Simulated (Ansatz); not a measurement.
**CH₈BNSi: up Jacob's ladder to CCSD(T)**

An exercise on one series of results from a longer session: the logs are not shown, and one member is left open.

Method: functionals in def2-TZVPP, the program's frozen cores in correlated methods; program: Ansatz 0.2.0, Gaussian basis.

The runs, in order: LDA (SPW92), PBE-D4, revPBE-D4, BLYP-D4, r2SCAN-D4, B97M-V, PBE0-D4, B3LYP-D4, r2SCANh-D4, r2SCAN0-D4, HSE06-D4, BHLYP-D4, CAM-B3LYP-D4, LC-ωPBE, ωB97X-V, ωB97M-V, B2PLYP, PBE-QIDH; CCSD(T)/def2-SVP; CCSD(T)/def2-TZVPP; MP2/def2-QZVPP; extrapolation to the limit; RPA on PBE.

## The relaxed structure

An earlier PBE0-D4 in a triple-zeta def2 set relaxation fixed the geometry.

SMILES `C[SiH2]BN`, 12 atoms, charge 0, spin multiplicity 1.

Atoms are counted from 1 here; the program's logs count them from 0.

Bond lengths: C1–Si2 1.882 Å, C1–H5 1.092 Å, C1–H6 1.092 Å, C1–H7 1.093 Å, Si2–B3 2.017 Å, Si2–H8 1.498 Å, Si2–H9 1.495 Å, B3–N4 1.387 Å, B3–H10 1.201 Å, N4–H11 1.007 Å, N4–H12 1.007 Å. Angles: Si2–C1–H5 110.9°, Si2–C1–H6 111.2°, Si2–C1–H7 110.5°, H5–C1–H6 108.1°, H5–C1–H7 107.9°, H6–C1–H7 108.1°, C1–Si2–B3 112.5°, C1–Si2–H8 109.0°, C1–Si2–H9 108.6°, B3–Si2–H8 110.5°, B3–Si2–H9 109.8°, H8–Si2–H9 106.2°, Si2–B3–N4 121.0°, Si2–B3–H10 121.9°, N4–B3–H10 117.0°, B3–N4–H11 123.4°, B3–N4–H12 123.3°, H11–N4–H12 113.3°.

Set-up of the first run:

in.yaml reads:

```yaml
crystal:
  periodic: [false, false, false]
  atoms:
    - {symbol: C, position_ang: [-1.416776, 1.428466, -0.066943]}
    - {symbol: Si, position_ang: [-0.222312, 0.267194, 0.807906]}
    - {symbol: B, position_ang: [1.172632, -0.488335, -0.438518]}
    - {symbol: N, position_ang: [1.352641, -1.857748, -0.563642]}
    - {symbol: H, position_ang: [-1.961394, 0.904613, -0.855901]}
    - {symbol: H, position_ang: [-2.146351, 1.843565, 0.631523]}
    - {symbol: H, position_ang: [-0.875405, 2.258649, -0.526723]}
    - {symbol: H, position_ang: [-1.001529, -0.837062, 1.454723]}
    - {symbol: H, position_ang: [0.442816, 1.015135, 1.918410]}
    - {symbol: H, position_ang: [1.878917, 0.218570, -1.105501]}
    - {symbol: H, position_ang: [2.041129, -2.272918, -1.170515]}
    - {symbol: H, position_ang: [0.812634, -2.535230, -0.050619]}
basis:
  gaussian: {orbitals: def2-TZVPP}
hamiltonian: {xc: lda}
output: {orbitals: {seedname: orbitals}}
```

On the command line:

```console
> ansatz run in.yaml --threads 2 --pin off --events-out ev --progress --plain --max-ram 4352MiB
```

Among the steps run: LDA; PBE-D4 (GGA); revPBE-D4 (GGA); BLYP-D4 (GGA); r2SCAN-D4 (meta-GGA); B97M-V (meta-GGA); PBE0-D4 (hybrid); B3LYP-D4 (hybrid); r2SCANh-D4 (hybrid); r2SCAN0-D4 (hybrid); HSE06-D4 (hybrid); BHLYP-D4 (hybrid); CAM-B3LYP-D4 (range-separated); LC-ωPBE (range-separated); ωB97X-V (range-separated); ωB97M-V (range-separated); B2PLYP (double hybrid); PBE-QIDH (double hybrid).

One table of the session follows, with a row left open; its other results are not shown here.

It belongs to the step «Frontier levels by functional». 

```
  functional  HOMO (eV)  gap (eV)
 LDA (SPW92)      -6.38      4.78
      PBE-D4      -6.33      4.94
   revPBE-D4      -6.29      5.00
     BLYP-D4      -6.23      5.01
   r2SCAN-D4      -6.58      5.46
      B97M-V      -6.67      5.44
     PBE0-D4      -7.56      7.10
    B3LYP-D4          ?         ?
  r2SCANh-D4      -7.03      6.24
  r2SCAN0-D4      -7.72      7.41
    HSE06-D4      -7.16      6.31
    BHLYP-D4      -8.74      9.26
CAM-B3LYP-D4      -8.94      9.56
     LC-ωPBE     -10.27     12.04
     ωB97X-V      -9.93     11.59
     ωB97M-V      -9.72     11.12
```

Estimate the missing values for B3LYP-D4.

Worked estimate for «HOMO (eV)». Against the share of exact exchange, BLYP-D4 (0, -6.23), BHLYP-D4 (0.5, -8.74) give a slope of -5.02 per unit share; at 0.2 the line stands at -7.23.

The run gave: HOMO (eV): -7.38; gap (eV): 6.72. In «HOMO (eV)» the line misses by +0.15.
